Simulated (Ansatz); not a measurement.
# C3H8AlCl: the cost of one run

Program: Ansatz 0.2.0, Gaussian basis. Level of theory: revPBE/6-31G* with D4 dispersion. These are calculated values, not measurements.

## (1) The relaxed structure

The structure was relaxed beforehand with PBE0-D4 in a triple-zeta def2 set.

SMILES `CC(Cl)[CH2][AlH2]`, 13 atoms, charge 0, spin multiplicity 1.

Atoms are counted from 1 here; the program's logs count them from 0.

Bond lengths: C1–C2 1.512 Å, C1–H6 1.096 Å, C1–H7 1.092 Å, C1–H8 1.090 Å, C2–Cl3 1.820 Å, C2–C4 1.507 Å, C2–H9 1.091 Å, C4–Al5 1.966 Å, C4–H10 1.098 Å, C4–H11 1.097 Å, Al5–H12 1.587 Å, Al5–H13 1.590 Å. Angles: C2–C1–H6 109.7°, C2–C1–H7 110.5°, C2–C1–H8 111.4°, H6–C1–H7 108.7°, H6–C1–H8 108.0°, H7–C1–H8 108.4°, C1–C2–Cl3 108.2°, C1–C2–C4 113.4°, C1–C2–H9 110.0°, Cl3–C2–C4 110.7°, Cl3–C2–H9 103.3°, C4–C2–H9 110.8°, C2–C4–Al5 115.6°, C2–C4–H10 110.2°, C2–C4–H11 110.0°, Al5–C4–H10 106.8°, Al5–C4–H11 108.6°, H10–C4–H11 105.1° and more.

## (2) The run

Input file in.yaml:

```yaml
crystal:
  periodic: [false, false, false]
  atoms:
    - {symbol: C, position_ang: [-1.435862, -0.580520, 0.267760]}
    - {symbol: C, position_ang: [0.037155, -0.880913, 0.429952]}
    - {symbol: Cl, position_ang: [0.281582, -2.668640, 0.191299]}
    - {symbol: C, position_ang: [0.916306, -0.093858, -0.507298]}
    - {symbol: Al, position_ang: [0.893406, 1.855934, -0.255216]}
    - {symbol: H, position_ang: [-1.628441, 0.470157, 0.512224]}
    - {symbol: H, position_ang: [-1.753520, -0.764242, -0.761148]}
    - {symbol: H, position_ang: [-2.043332, -1.196638, 0.930660]}
    - {symbol: H, position_ang: [0.337359, -0.723373, 1.467412]}
    - {symbol: H, position_ang: [1.961560, -0.413799, -0.406155]}
    - {symbol: H, position_ang: [0.648005, -0.316038, -1.547815]}
    - {symbol: H, position_ang: [1.557131, 2.784473, -1.357744]}
    - {symbol: H, position_ang: [0.249052, 2.492759, 1.050972]}
basis:
  gaussian: {orbitals: "6-31G*"}
hamiltonian: {xc: {name: revPBE}, dispersion: d4}
md: {timestep: 2 fs, n_steps: 30, ensemble: nvt_nose_hoover, temperature: 500, initial_velocities: maxwell_boltzmann, seed: 723}
```

On the command line:

```bash
$ ansatz run in.yaml --threads 4 --pin off --events-out ev --progress --plain --max-ram 10444MiB
```

**Question.** How long does this run take on 4 threads of INTEL XEON PLATINUM 8581C at 2.30GHz, shared host, and how much memory does it need?

About 23 s, with a peak of 0.61 GiB.
